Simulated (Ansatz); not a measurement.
**AlBH₅Sb: how energies converge with the basis set**

An exercise on one series of results from a longer session: the logs are not shown, and one member is left open.

Method: one geometry, several basis sets; program: Ansatz 0.2.0, Gaussian basis.

Levels to be run: PBE0-D4/def2-SVP; ωB97M-V/def2-SVP; PBE0-D4/def2-QZVPP; ωB97M-V/def2-QZVPP; the functionals' def2-TZVPP values are taken from earlier runs.

## Structure used throughout

All runs share one geometry, relaxed beforehand with PBE0-D4 in a triple-zeta def2 set. Sb takes the def2 core potential; no spin-orbit term is included.

SMILES `[BH2][AlH][SbH2]`, 8 atoms, charge 0, spin multiplicity 1.

Atoms are counted from 1 here; the program's logs count them from 0.

Bond lengths: B1–Al2 2.103 Å, B1–H4 1.200 Å, B1–H5 1.200 Å, Al2–Sb3 2.662 Å, Al2–H6 1.593 Å, Sb3–H7 1.711 Å, Sb3–H8 1.709 Å. Angles: Al2–B1–H4 122.7°, Al2–B1–H5 122.2°, H4–B1–H5 115.0°, B1–Al2–Sb3 118.0°, B1–Al2–H6 125.4°, Sb3–Al2–H6 116.6°, Al2–Sb3–H7 87.8°, Al2–Sb3–H8 91.2°, H7–Sb3–H8 91.8°.

Set-up of the first run:

File in.yaml:

```yaml
crystal:
  periodic: [false, false, false]
  atoms:
    - {symbol: B, position_ang: [-1.089747, 1.104861, -1.004426]}
    - {symbol: Al, position_ang: [0.739980, 0.542541, -0.133817]}
    - {symbol: Sb, position_ang: [1.070509, -2.012502, 0.535087]}
    - {symbol: H, position_ang: [-1.318519, 0.970638, -2.174868]}
    - {symbol: H, position_ang: [-2.010905, 1.510912, -0.351685]}
    - {symbol: H, position_ang: [1.977238, 1.512080, 0.122296]}
    - {symbol: H, position_ang: [1.330347, -1.490660, 2.143414]}
    - {symbol: H, position_ang: [-0.606802, -2.194972, 0.808200]}
basis:
  gaussian: {orbitals: def2-SVP}
hamiltonian: {xc: pbe0, dispersion: d4}
output: {orbitals: {seedname: orbitals}}
```

The run is started by

```
$ ansatz run in.yaml --threads 2 --pin off --events-out ev --progress --plain --max-ram 4352MiB
```

Among the steps run: PBE0-D4 in def2-SVP; ωB97M-V in def2-SVP; PBE0-D4 in def2-QZVPP; ωB97M-V in def2-QZVPP.

One table of the session follows, with a row left open; its other results are not shown here.

It belongs to the step «Functionals by basis». 

```
functional       basis  HOMO (eV)  LUMO (eV)
   PBE0-D4    def2-SVP      -6.63      -2.39
   PBE0-D4  def2-TZVPP      -6.64      -2.43
   PBE0-D4  def2-QZVPP      -6.65      -2.44
   ωB97M-V    def2-SVP          ?          ?
   ωB97M-V  def2-TZVPP      -8.52      -0.56
   ωB97M-V  def2-QZVPP      -8.52      -0.61
```

**Question.** Estimate the row for ωB97M-V, def2-SVP.

As computed: HOMO (eV): -8.47; LUMO (eV): -0.42. In the column «HOMO (eV)» it lies between ωB97M-V, def2-QZVPP (-8.52) and PBE0-D4, def2-QZVPP (-6.65).
